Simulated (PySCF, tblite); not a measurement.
**C₈H₁₁P: geometry, infrared bands and NMR shifts**

What infrared bands and NMR shifts should C₈H₁₁P (`C=CCP(C#CC)C=C`) show?

Computed with tblite 0.8.0 and PySCF 2.14.0, with density-fitted response routines of our own, on a single molecule in the gas phase. Atoms are numbered from 0 throughout.

## (1) The molecule as given

20 atoms, charge 0, multiplicity 1; geometry from: force field or distance geometry start.

Bonds of the start (Å): C0–C1 1.36, C1–C2 1.49, C2–P3 1.84, P3–C4 1.84, C4–C5 1.20, C5–C6 1.46, P3–C7 1.86, C7–C8 1.34, C0–H9 1.09, C0–H10 1.08, C1–H11 1.08, C2–H12 1.10, C2–H13 1.10, C6–H14 1.10, C6–H15 1.08, C6–H16 1.10, C7–H17 1.08, C8–H18 1.09, C8–H19 1.08.

## (2) Relaxing the molecule with GFN2-xTB

What the job is given:

```
{"job": {"kind": "relax", "xc": "GFN2-xTB", "basis": "xTB"}, "charge": 0, "multiplicity": 1}
C      3.493600    -0.932800    -0.346400
C      2.611400    -0.082300    -0.932400
C      1.515100     0.605000    -0.190200
P      0.005300     0.010000    -1.066100
C     -1.266100     0.938000    -0.116300
C     -2.103400     1.552200     0.482200
C     -3.117100     2.298500     1.220700
C     -0.218300    -1.653600    -0.263300
C     -1.305000    -2.391100    -0.549300
H      3.417000    -1.187200     0.711900
H      4.279200    -1.387800    -0.926700
H      2.747100     0.143800    -1.977000
H      1.492800     0.381500     0.887200
H      1.622400     1.690300    -0.314800
H     -2.670600     2.872500     2.045700
H     -3.641500     3.000700     0.581200
H     -3.860100     1.618900     1.654800
H      0.521300    -2.065800     0.411000
H     -2.084600    -2.036300    -1.221700
H     -1.443600    -3.363700    -0.093600
```

Started as:

```bash
> OMP_NUM_THREADS=1 python probes_run.py task.json out
```

This one command runs all jobs of the session in turn.

**Question.** This job is followed by: GFN2-xTB harmonic vibrations, gas phase; GIAO PBE0/pcSseg-1 NMR shielding, non-relativistic, gas phase. Predict these results of the whole session: strongest single infrared mode (GFN2-xTB); zero-point energy (GFN2-xTB); 13C shifts against TMS (PBE0/pcSseg-1); 1H shifts against TMS (PBE0/pcSseg-1, means over atoms taken as alike); 31P shifts against H3PO4 (PBE0/pcSseg-1).

As calculated:

```
                                                              quantity                                                   value
                             strongest single infrared mode (GFN2-xTB)                                    2318 cm⁻¹, 98 km/mol
                                          zero-point energy (GFN2-xTB)                                           98.8 kcal/mol
                                13C shifts against TMS (PBE0/pcSseg-1)  145.9, 142.9, 130.4, 124.4, 112.5, 83.7, 45.1, 6.3 ppm
1H shifts against TMS (PBE0/pcSseg-1, means over atoms taken as alike)      6.69, 6.18, 6.17, 6.14, 5.47, 5.42, 2.82, 2.20 ppm
                              31P shifts against H3PO4 (PBE0/pcSseg-1)                                               -70.1 ppm
```

Relaxing lowered the energy by 0.293 eV in 151 steps; the close pair that moved most is P3–C4, from 1.838 to 1.765 Å. No mode is imaginary among the 54: a minimum at this level. The strongest single mode, at 2318 cm⁻¹, moves mainly C5 and C4. GFN2-xTB is a fitted tight-binding method: band positions and strengths are rough. Its intensities can rank the bands wrongly.
